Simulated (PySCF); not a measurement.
**LiGe (quartet): changing the method**

Starting from one script, swap the method and compare what comes out for LiGe (quartet).

Method: method and basis as typed in the scripts; program: PySCF 2.14.0.

3 further runs of the same task are left out: 3 that didn't finish.

## (1) Starting geometry

LiGe (quartet): 2 atoms, charge 0, spin multiplicity 4.

Bond lengths: Li1–Ge2 2.445 Å.

## (2) Base script

Input file input.py:

```python
from pyscf import gto, scf, mcscf, mrpt

mol = gto.M(
    atom='Li 0 0 0; Ge 0 0 2.445',
    basis='sbkjc',
    ecp={'Li': 'sbkjc', 'Ge': 'sbkjc'},
    charge=0,
    spin=3,
    verbose=3,
)
mf = scf.ROHF(mol)
mf.kernel()
mc = mcscf.CASSCF(mf, 5, 5)
mc.kernel()
mc.analyze()
mrpt.NEVPT(mc).kernel()
mf.dip_moment()
print('orbital energies (hartree):', mf.mo_energy[..., max(0, mol.nelec[1]-3):mol.nelec[0]+3].round(4))
```

Run with:

```console
$ OMP_NUM_THREADS=1 python input.py
```

## (3) Gradient

Edit 1 changes step after the SCF: nevpt2 → gradient.

Edit input.py of step 2 so:

```diff
@@ -1,2 +1,2 @@
-from pyscf import gto, scf, mcscf, mrpt
+from pyscf import gto, scf
 
@@ -12,6 +12,3 @@
 mf.kernel()
-mc = mcscf.CASSCF(mf, 5, 5)
-mc.kernel()
-mc.analyze()
-mrpt.NEVPT(mc).kernel()
+mf.nuc_grad_method().kernel()
 mf.dip_moment()
```

## (4) MP2 (UHF)

Edit 2 changes step after the SCF: nevpt2 → mp2; SCF type: ROHF → UHF.

Input file input.py:

```python
from pyscf import gto, scf, mp

mol = gto.M(
    atom='Li 0 0 0; Ge 0 0 2.445',
    basis='sbkjc',
    ecp={'Li': 'sbkjc', 'Ge': 'sbkjc'},
    charge=0,
    spin=3,
    verbose=3,
)
mf = scf.UHF(mol)
mf.kernel()
mp.MP2(mf).kernel()
mf.dip_moment()
print('orbital energies (hartree):', [e[max(0, n-3):n+3].round(4) for e, n in zip(mf.mo_energy, mol.nelec)])
```

## (5) Hcth407 (ROKS)

Edit 3 changes functional: none (Hartree–Fock) → hcth407; SCF type: ROHF → ROKS; step after the SCF: nevpt2 → analyze.

Input file input.py:

```python
from pyscf import gto, dft

mol = gto.M(
    atom='Li 0 0 0; Ge 0 0 2.445',
    basis='sbkjc',
    ecp={'Li': 'sbkjc', 'Ge': 'sbkjc'},
    charge=0,
    spin=3,
    verbose=3,
)
mf = dft.ROKS(mol, xc='hcth407')
mf.kernel()
mf.mulliken_pop()
mf.dip_moment()
print('orbital energies (hartree):', mf.mo_energy[..., max(0, mol.nelec[1]-3):mol.nelec[0]+3].round(4))
```

## (6) CISD

Edit 4 changes step after the SCF: nevpt2 → cisd.

Edit input.py of step 2 so:

```diff
@@ -1,2 +1,2 @@
-from pyscf import gto, scf, mcscf, mrpt
+from pyscf import gto, scf, ci
 
@@ -12,6 +12,3 @@
 mf.kernel()
-mc = mcscf.CASSCF(mf, 5, 5)
-mc.kernel()
-mc.analyze()
-mrpt.NEVPT(mc).kernel()
+ci.CISD(mf).kernel()
 mf.dip_moment()
```

What does the calculation give? Wanted: for each run, E(SCF); from base; SCF dipole; after the SCF.

As calculated:

| run | E(SCF) (hartree) | from base (eV) | SCF dipole (D) | after the SCF |
| --- | --- | --- | --- | --- |
| base | -3.905906 | 0 | 6.73 | NEVPT2 correlation -0.463 eV (from the SCF energy, the CASSCF gain included) |
| gradient | -3.905906 | 0.0000 | 6.73 | n/a |
| MP2 (UHF) | -3.906492 | -0.0160 | 6.62 | MP2 correlation -0.401 eV |
| hcth407 (ROKS) | -4.054171 | not comparable | 5.72 | n/a |
| CISD | -3.905906 | 0.0000 | 6.73 | CISD correlation -0.607 eV |

**Reading.** A lower total energy from another functional means nothing by itself.
